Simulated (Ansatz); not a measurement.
# CH₇BGaN: how energies converge with the basis set

How large a basis does CH₇BGaN need? Two functionals are run in growing sets.

The runs use Ansatz 0.2.0, Gaussian basis; one geometry, several basis sets.

Levels to be run: PBE0-D4/def2-SVP; ωB97M-V/def2-SVP; PBE0-D4/def2-QZVPP; ωB97M-V/def2-QZVPP; the functionals' def2-TZVPP values are taken from earlier runs.

## Step 1: The geometry

All runs share one geometry, relaxed beforehand with PBE0-D4 in a triple-zeta def2 set.

SMILES `C[B](N)[GaH2]`, 11 atoms, charge 0, spin multiplicity 1.

Atoms are counted from 1 here; the program's logs count them from 0.

Bond lengths: C1–B2 1.572 Å, C1–H5 1.096 Å, C1–H6 1.096 Å, C1–H7 1.096 Å, B2–N3 1.393 Å, B2–Ga4 2.118 Å, N3–H8 1.010 Å, N3–H9 1.006 Å, Ga4–H10 1.581 Å, Ga4–H11 1.590 Å. Angles: B2–C1–H5 110.7°, B2–C1–H6 114.1°, B2–C1–H7 110.6°, H5–C1–H6 107.9°, H5–C1–H7 105.1°, H6–C1–H7 107.9°, C1–B2–N3 119.9°, C1–B2–Ga4 124.1°, N3–B2–Ga4 116.0°, B2–N3–H8 122.9°, B2–N3–H9 123.8°, H8–N3–H9 113.3°, B2–Ga4–H10 125.4°, B2–Ga4–H11 120.3°, H10–Ga4–H11 114.4°.

## Step 2: PBE0-D4 in def2-SVP

in.yaml reads:

```yaml
crystal:
  periodic: [false, false, false]
  atoms:
    - {symbol: C, position_ang: [-0.483132, 1.456391, 0.267102]}
    - {symbol: B, position_ang: [-0.083362, -0.060437, 0.166581]}
    - {symbol: N, position_ang: [-0.462828, -0.946936, 1.172110]}
    - {symbol: Ga, position_ang: [1.028190, -0.891067, -1.433860]}
    - {symbol: H, position_ang: [-1.066880, 1.762163, -0.608167]}
    - {symbol: H, position_ang: [-1.061772, 1.708502, 1.162992]}
    - {symbol: H, position_ang: [0.408931, 2.092431, 0.252222]}
    - {symbol: H, position_ang: [-0.994074, -0.662410, 1.982687]}
    - {symbol: H, position_ang: [-0.238764, -1.927888, 1.166411]}
    - {symbol: H, position_ang: [1.582522, -0.087430, -2.677803]}
    - {symbol: H, position_ang: [1.371180, -2.443329, -1.450276]}
basis:
  gaussian: {orbitals: def2-SVP}
hamiltonian: {xc: pbe0, dispersion: d4}
output: {orbitals: {seedname: orbitals}}
```

After this run come: ωB97M-V in def2-SVP; PBE0-D4 in def2-QZVPP; ωB97M-V in def2-QZVPP.

Before running them: what should the planned runs give, taken together? Wanted: PBE0-D4: double and triple zeta above quadruple; ωB97M-V: double and triple zeta above quadruple.

As calculated:

| quantity | value |
| --- | --- |
| PBE0-D4: double and triple zeta above quadruple | 11.80, 1.38 eV |
| ωB97M-V: double and triple zeta above quadruple | 11.94, 1.35 eV |

What this shows: PBE0-D4 gains 10.41 eV from double to triple zeta, then 1.38 eV more. These are total energies; as a rule much of such shifts cancels in differences, which this series doesn't test.
